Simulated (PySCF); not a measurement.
The system is S2C, in a box.

```
S C
1.0
    12.00000    0.00000    0.00000
     0.00000   10.00000    0.00000
     0.00000    0.00000   11.00000
S C
2 1
Direct
  0.61417 0.48650 0.56937
  0.38800 0.51770 0.43681
  0.50108 0.50210 0.50309
```

Base run:

- Program: PySCF 2.14.0
- Functional: WC
- Potentials or basis: 6-31g* (all-electron)
- k mesh: 1 × 1 × 1
- Occupations: fixed
- Spin: no spin polarisation

Its results: gap between the frontier levels 4.15 eV.

Question: After a change of settings the same cell gave: gap between the frontier levels 4.54 eV. Which change was it?
A. functional from WC to LC-wPBE; dispersion from none to D4
B. functional from WC to r2SCAN0; dispersion from none to D4
C. functional from WC to M06-L

Answer: C.

Caveats: this is a molecule in a periodic box at the Γ point, so its band gap is the HOMO-LUMO gap; the basis of atomic orbitals isn't converged, which shifts pressures, moduli and gaps.

Runs at the PBE level aren't shown here.
